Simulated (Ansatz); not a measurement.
**Cl2FGa: short molecular-dynamics run from a Python script**

Wanted for Cl2FGa: a short molecular-dynamics run. SMILES: [F][Ga]([Cl])[Cl].

Program: Ansatz 0.2.0 through its Python package. Level of theory: PBE0+D3(BJ)/def2-SVP. These are calculated values, not measurements.

### Step 1. Starting point

Bond lengths: F1–Ga2 1.945 Å, Ga2–Cl3 2.312 Å, Ga2–Cl4 2.053 Å. Angles: F1–Ga2–Cl3 90.9°, F1–Ga2–Cl4 110.4°, Cl3–Ga2–Cl4 149.8°.

The script holds or builds the structure itself.

### Step 2. The code

The input, md_cl2fga.py:

```python
"""A short Born-Oppenheimer trajectory of Cl2FGa."""

import warnings

import ansatz as az
from ase import Atoms
import numpy as np

BASIS_SET = "def2-SVP"
XC = "pbe0"
VDW = "d3bj"
N_STEPS = 40
TEMPERATURE_K = 200

warnings.simplefilter("ignore", az.DeckWarning)

atoms = Atoms(["F", "Ga", "Cl", "Cl"], positions=[
    (-0.0406, 0.5512, 1.556),
    (-0.2207, -0.1941, -0.2316),
    (1.7045, -1.4418, 0.0561),
    (-1.3877, 1.0244, -1.4008),
])
mol = az.Crystal.molecule_from_ase(atoms)

job = (
    mol.calculation()
    .basis(gaussian=BASIS_SET)
    .functional(XC, dispersion=VDW)
)
symbols = [site.symbol for site in mol.cartesian_sites]
start = np.array([site.position_ang for site in mol.cartesian_sites], dtype=float)
data = job.relax(force_tolerance=0.02).run().report
end = np.array(data["positions_ang"])
minimum = az.Crystal.molecule()
for symbol, place in zip(symbols, end):
    minimum = minimum.atom(symbol, place.tolist())

# dynamics from the relaxed geometry
job = (
    minimum.calculation()
    .basis(gaussian=BASIS_SET)
    .functional(XC, dispersion=VDW)
    .md("nve", timestep=0.5, steps=N_STEPS, temperature=TEMPERATURE_K, initial_velocities="maxwell_boltzmann", seed=3)
)
frames = []
result = job.session().plan().execute(on_event=lambda e: frames.append(e["data"]) if e["event"] == "md_step" else None)
print("t (fs)   E_pot (eV)      E_kin (eV)   T (K)   d(0-1) (A)")
for f in frames[::1]:
    xyz = np.array(f["positions_ang"])
    print(f"{f['time_fs']:6.2f} {f['lagrangian_ev']:14.5f} {f['e_kin_ev']:10.5f} {f['temperature_k']:8.1f} {np.linalg.norm(xyz[0] - xyz[1]):9.4f}")
kept = np.array([f["conserved_ev"] for f in frames])
print(f"conserved energy moves by at most {1000 * np.ptp(kept):.3f} meV")
```

### Step 3. The input behind the calls

The package turns the script's settings into the engine's input (first run):

```yaml
crystal:
  periodic: [false, false, false]
  atoms:
    - { symbol: F, position_ang: [-0.0406, 0.5512, 1.556] }
    - { symbol: Ga, position_ang: [-0.2207, -0.1941, -0.2316] }
    - { symbol: Cl, position_ang: [1.7045, -1.4418, 0.0561] }
    - { symbol: Cl, position_ang: [-1.3877, 1.0244, -1.4008] }
basis:
  gaussian:
    orbitals: def2-SVP
hamiltonian:
  xc: pbe0
  dispersion: d3bj
relax:
  f_tol: 0.02
```

### Step 4. Running it

Run with:

```
> python md_cl2fga.py
```

Q: Predict the main results. Wanted: moves of the relaxation of run 1; energy gained in run 1; last largest force component of run 1; mean temperature, second half; farthest move; largest change of the conserved energy.

As calculated:

| quantity | value |
| --- | --- |
| runs compared | 2 |
| moves of the relaxation of run 1 | 5 |
| energy gained in run 1 | 1.303 eV |
| last largest force component of run 1 | 0.0035 eV/Å |
| length of the run | 40 steps, 20 fs |
| mean temperature, second half | 93 K |
| farthest move | 0.05 Å |
| largest change of the conserved energy | 0.01 meV/atom |

In words: In CPU time, run 2 (dynamics) cost about 5.4 times as much as run 1 (relaxation). Run 1: The relaxation took 5 moves; the largest shift is 0.421 Å, of atom 2 (Ga). The temperature swings between 72 and 200 K, with a mean of 93 K in the second half; from a start near a minimum about half of the kinetic energy passes into potential energy. The conserved energy stays within 0.01 meV/atom, so the time step holds. A run of 20 fs is far too short for averages. Reading the output:
- The trajectory is only some femtoseconds long, and gives no averages; where the script doesn't relax first, it starts from a rough generated geometry.
- The temperature counts the internal degrees of freedom alone.
